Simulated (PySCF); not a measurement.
# Zn, Zn⁺, Zn²⁺, Zn³⁺: ionisation energies and fine-structure interval with spin-orbit coupling, part 2 of 2

Wanted: the ionisation energy and fine-structure interval of zinc, up a ladder of methods.

PySCF 2.14.0; two-component X2C-1e, run by a driver. The steps go on from the part before.

**5. Zn³⁺, method by method**

#### GHF (spin-free)

The program printed:

```text
cycle= 1 E= -1791.9505838433  delta_E= -1.79e+03  |FDS-SDF|= 0.038
cycle= 2 E= -1791.9562895174  delta_E= -0.00571  |FDS-SDF|= 0.0153
cycle= 3 E= -1791.9576301907  delta_E= -0.00134  |FDS-SDF|= 0.00636
cycle= 4 E= -1791.9579223260  delta_E= -0.000292  |FDS-SDF|= 0.000721
cycle= 5 E= -1791.9579309533  delta_E= -8.63e-06  |FDS-SDF|= 0.000126
cycle= 6 E= -1791.9579312633  delta_E= -3.1e-07  |FDS-SDF|= 1.54e-05
cycle= 7 E= -1791.9579312689  delta_E= -5.62e-09  |FDS-SDF|= 1.9e-06
cycle= 8 E= -1791.9579312691  delta_E= -1.28e-10  |FDS-SDF|= 5.81e-07
```

CPU time 0.89 s on a shared host, the integrals not counted.

Occupied spinors (without spin-orbit coupling the j labels only name the start):

```
spinor shell  electrons  mean energy (eV)  weight of the nominal j  rms radius (bohr)
       1s1/2          2           -9772.6                    1.000             0.0580
       2s1/2          2           -1276.6                    1.000              0.244
       2p3/2          4           -1107.6                    0.833              0.219
       2p1/2          2           -1108.6                    0.667              0.219
       3s1/2          2           -199.68                    1.000              0.727
       3p3/2          4           -146.36                    0.833              0.767
       3p1/2          2           -148.70                    0.667              0.765
       3d5/2          5           -62.430                    0.760              0.914
       3d3/2          4           -63.270                    0.700              0.909
```

M_J = 5/2, ⟨J²⟩ = 8.753, ⟨L²⟩ = 6.003, ⟨S²⟩ = 0.751.

#### GMP2 (spin-free)

This step left no log, only its results.

It used 0.48 s of CPU time after the integrals (shared host).

With 17 electrons correlated and 6 very high virtual spinors dropped, the MP2 correlation energy is -0.65758 hartree. Largest pairs: 3d3/2-3d5/2 -0.1593, 3d5/2-3d5/2 -0.0942, 3d5/2-3p3/2 -0.0870, 3d3/2-3p3/2 -0.0648, 3d3/2-3d3/2 -0.0586.

#### GHF (screened spin-orbit)

The program printed:

```text
cycle= 1 E= -1792.0067918168  delta_E= -1.79e+03  |FDS-SDF|= 0.0382
cycle= 2 E= -1792.0127111003  delta_E= -0.00592  |FDS-SDF|= 0.0151
cycle= 3 E= -1792.0140087819  delta_E= -0.0013  |FDS-SDF|= 0.00644
cycle= 4 E= -1792.0143083359  delta_E= -0.0003  |FDS-SDF|= 0.000721
cycle= 5 E= -1792.0143168973  delta_E= -8.56e-06  |FDS-SDF|= 0.000125
cycle= 6 E= -1792.0143172007  delta_E= -3.03e-07  |FDS-SDF|= 1.59e-05
cycle= 7 E= -1792.0143172065  delta_E= -5.86e-09  |FDS-SDF|= 1.91e-06
cycle= 8 E= -1792.0143172066  delta_E= -1.26e-10  |FDS-SDF|= 5.65e-07
```

CPU time 0.89 s on a shared host, the integrals not counted.

The outer occupied spinors:

```
spinor shell  electrons  mean energy (eV)  weight of the nominal j  rms radius (bohr)
       2s1/2          2           -1276.5                    1.000              0.244
       2p1/2          2           -1124.6                    0.999              0.217
       2p3/2          4           -1099.8                    1.000              0.220
       3s1/2          2           -199.66                    1.000              0.727
       3p1/2          2           -150.61                    0.953              0.759
       3p3/2          4           -145.43                    0.977              0.770
       3d3/2          4           -63.524                    0.832              0.906
       3d5/2          5           -62.236                    0.865              0.916
```

M_J = 5/2, ⟨J²⟩ = 8.753, ⟨L²⟩ = 6.004, ⟨S²⟩ = 0.752. Rows whose weight is well below 1 mix j = l ± 1/2: exchange competes with spin-orbit coupling there.

#### GMP2 (screened spin-orbit)

The driver printed no log here.

It used 0.32 s of CPU time after the integrals (shared host).

With 17 electrons correlated and 6 very high virtual spinors dropped, the MP2 correlation energy is -0.65758 hartree. Largest pairs: 3d3/2-3d5/2 -0.1695, 3d5/2-3d5/2 -0.0891, 3d5/2-3p3/2 -0.0854, 3d3/2-3p3/2 -0.0663, 3d3/2-3d3/2 -0.0535.

**6. Zn³⁺ 3d J=3/2, method by method**

#### GHF (screened spin-orbit)

The program printed:

```text
cycle= 1 E= -1791.9932158780  delta_E= -1.79e+03  |FDS-SDF|= 0.0404
cycle= 2 E= -1791.9989066723  delta_E= -0.00569  |FDS-SDF|= 0.0162
cycle= 3 E= -1792.0003189676  delta_E= -0.00141  |FDS-SDF|= 0.00697
cycle= 4 E= -1792.0006551640  delta_E= -0.000336  |FDS-SDF|= 0.000509
cycle= 5 E= -1792.0006597569  delta_E= -4.59e-06  |FDS-SDF|= 0.000128
cycle= 6 E= -1792.0006603698  delta_E= -6.13e-07  |FDS-SDF|= 8.06e-05
cycle= 7 E= -1792.0006607293  delta_E= -3.59e-07  |FDS-SDF|= 8.02e-05
cycle= 8 E= -1792.0006605221  delta_E= 2.07e-07  |FDS-SDF|= 7.95e-05
cycle= 9 E= -1792.0006533477  delta_E= 7.17e-06  |FDS-SDF|= 4.87e-05
cycle= 10 E= -1792.0006501081  delta_E= 3.24e-06  |FDS-SDF|= 1.91e-05
cycle= 11 E= -1792.0006499557  delta_E= 1.52e-07  |FDS-SDF|= 5.02e-06
cycle= 12 E= -1792.0006499478  delta_E= 7.91e-09  |FDS-SDF|= 2.56e-06
cycle= 13 E= -1792.0006499478  delta_E= -3.05e-11  |FDS-SDF|= 5.09e-07
```

It used 1.3 s of CPU time after the integrals (shared host).

Occupied spinors:

```
spinor shell  electrons  mean energy (eV)  weight of the nominal j  rms radius (bohr)
       1s1/2          2           -9772.5                    1.000             0.0580
       2s1/2          2           -1276.6                    1.000              0.244
       2p1/2          2           -1123.9                    1.000              0.217
       2p3/2          4           -1100.3                    1.000              0.220
       3s1/2          2           -199.70                    1.000              0.727
       3p1/2          2           -147.88                    0.920              0.761
       3p3/2          4           -146.83                    0.960              0.769
       3d3/2          3           -62.611                    0.700              0.912
       3d5/2          6           -62.874                    0.850              0.912
```

M_J = 3/2, ⟨J²⟩ = 3.756, ⟨L²⟩ = 6.005, ⟨S²⟩ = 0.752. Rows whose weight is well below 1 mix j = l ± 1/2: exchange competes with spin-orbit coupling there.

#### GMP2 (screened spin-orbit)

No log was kept for this step.

It used 0.32 s of CPU time after the integrals (shared host).

With 17 electrons correlated and 4 very high virtual spinors dropped, the MP2 correlation energy is -0.65758 hartree. Largest pairs: 3d3/2-3d5/2 -0.1545, 3d5/2-3d5/2 -0.1310, 3d5/2-3p3/2 -0.0838, 3d5/2-3p1/2 -0.0567, 3d3/2-3p3/2 -0.0445.

#### GHF (bare spin-orbit)

The program printed:

```text
cycle= 1 E= -1791.9968561651  delta_E= -1.79e+03  |FDS-SDF|= 0.0406
cycle= 2 E= -1792.0025884904  delta_E= -0.00573  |FDS-SDF|= 0.0163
cycle= 3 E= -1792.0040214939  delta_E= -0.00143  |FDS-SDF|= 0.00699
cycle= 4 E= -1792.0043597693  delta_E= -0.000338  |FDS-SDF|= 0.000514
cycle= 5 E= -1792.0043644601  delta_E= -4.69e-06  |FDS-SDF|= 0.00013
cycle= 6 E= -1792.0043650885  delta_E= -6.28e-07  |FDS-SDF|= 8.2e-05
cycle= 7 E= -1792.0043654521  delta_E= -3.64e-07  |FDS-SDF|= 8.22e-05
cycle= 8 E= -1792.0043649365  delta_E= 5.16e-07  |FDS-SDF|= 7.96e-05
cycle= 9 E= -1792.0043586733  delta_E= 6.26e-06  |FDS-SDF|= 3.38e-05
cycle= 10 E= -1792.0043577782  delta_E= 8.95e-07  |FDS-SDF|= 8.43e-06
cycle= 11 E= -1792.0043577496  delta_E= 2.86e-08  |FDS-SDF|= 8.35e-07
cycle= 12 E= -1792.0043577496  delta_E= -3.64e-12  |FDS-SDF|= 1.56e-07
```

It used 1.2 s of CPU time after the integrals (shared host).

The outer occupied spinors:

```
spinor shell  electrons  mean energy (eV)  weight of the nominal j  rms radius (bohr)
       2s1/2          2           -1276.6                    1.000              0.244
       2p1/2          2           -1125.2                    1.000              0.217
       2p3/2          4           -1099.7                    1.000              0.220
       3s1/2          2           -199.71                    1.000              0.727
       3p1/2          2           -148.03                    0.902              0.760
       3p3/2          4           -146.78                    0.951              0.769
       3d3/2          3           -63.385                    0.681              0.907
       3d5/2          6           -62.481                    0.841              0.914
```

M_J = 3/2, ⟨J²⟩ = 3.754, ⟨L²⟩ = 6.005, ⟨S²⟩ = 0.752. Rows whose weight is well below 1 mix j = l ± 1/2: exchange competes with spin-orbit coupling there.

**7. The energy differences**

Ionisation energy: Zn [Ar] 3d10 4s2 → Zn⁺ [Ar] 3d10 4s1 [4s1/2^1, M_J = 1/2].

```
                    method  value (eV)  error (eV)  CPU time, both states (s)
           GHF (spin-free)       7.791      -1.603                        1.5
          GMP2 (spin-free)       9.108      -0.286                        2.6
 GHF (screened spin-orbit)       7.791      -1.603                        1.7
GMP2 (screened spin-orbit)       9.108      -0.286                        2.5
```

Reference: 9.394 eV (measured; NIST Atomic Spectra Database, ionization energies).

Ionisation energy: Zn⁺ [Ar] 3d10 4s1 [4s1/2^1, M_J = 1/2] → Zn²⁺ [Ar] 3d10.

```
                    method  value (eV)  error (eV)  CPU time, both states (s)
           GHF (spin-free)      16.877      -1.087                        1.5
          GMP2 (spin-free)      17.871      -0.093                        2.5
 GHF (screened spin-orbit)      16.878      -1.087                        1.7
GMP2 (screened spin-orbit)      17.871      -0.093                        2.4
```

Reference: 17.964 eV (measured; NIST Atomic Spectra Database, ionization energies).

Ionisation energy: Zn²⁺ [Ar] 3d10 → Zn³⁺ [Ar] 3d9 [3d3/2^4 3d5/2^5, M_J = 5/2].

```
                    method  value (eV)  error (eV)  CPU time, both states (s)
           GHF (spin-free)      37.074      -2.649                        1.5
          GMP2 (spin-free)      40.409      +0.686                        2.4
 GHF (screened spin-orbit)      36.929      -2.794                        1.7
GMP2 (screened spin-orbit)      40.264      +0.540                        2.4
```

Reference: 39.723 eV (measured; NIST Atomic Spectra Database, ionization energies).

**8. Differences of total energies, continued**

Fine-structure interval: Zn³⁺ [Ar] 3d9 [3d3/2^4 3d5/2^5, M_J = 5/2] → Zn³⁺ [Ar] 3d9 [3d3/2^3 3d5/2^6, M_J = 3/2].

```
                    method  value (eV)  CPU time, both states (s)
 GHF (screened spin-orbit)      0.3719                        2.2
GMP2 (screened spin-orbit)      0.3779                        2.8
     GHF (bare spin-orbit)      0.5576
```

Times are CPU seconds on a shared host without the integrals; correlated rows include their Hartree-Fock run.

**9. Summary of results**

What follows sums up all 2 parts.

| quantity | value |
| --- | --- |
| ionisation energy, Zn | GHF (spin-free) 7.791, GMP2 (screened spin-orbit) 9.108 eV; reference 9.394 |
| ionisation energy, Zn⁺ | GHF (spin-free) 16.877, GMP2 (screened spin-orbit) 17.871 eV; reference 17.964 |
| ionisation energy, Zn²⁺ | GHF (spin-free) 37.074, GMP2 (screened spin-orbit) 40.264 eV; reference 39.723 |
| fine-structure interval, Zn³⁺ → 3d J=3/2 | GHF (screened spin-orbit) 0.372, GMP2 (screened spin-orbit) 0.378 eV |

Accuracy against cost (mean over 3 differences):

```
                    method  mean absolute miss against the measured values (with the measured fine structure taken into account where it is known) (eV)  CPU time, both states (s)
           GHF (spin-free)                                                                                                                        1.780                        1.5
          GMP2 (spin-free)                                                                                                                        0.355                        2.5
 GHF (screened spin-orbit)                                                                                                                        1.828                        1.7
GMP2 (screened spin-orbit)                                                                                                                        0.306                        2.4
```

What this shows: GMP2 (screened spin-orbit) lands nearest to the measured values (mean absolute error over 3 measured values 0.31 eV); GHF (screened spin-orbit) misses by most (1.83 eV). Spin-orbit coupling moves the first difference by +0.000 eV at GMP2. All values hold for this basis alone; no basis-set limit was taken.
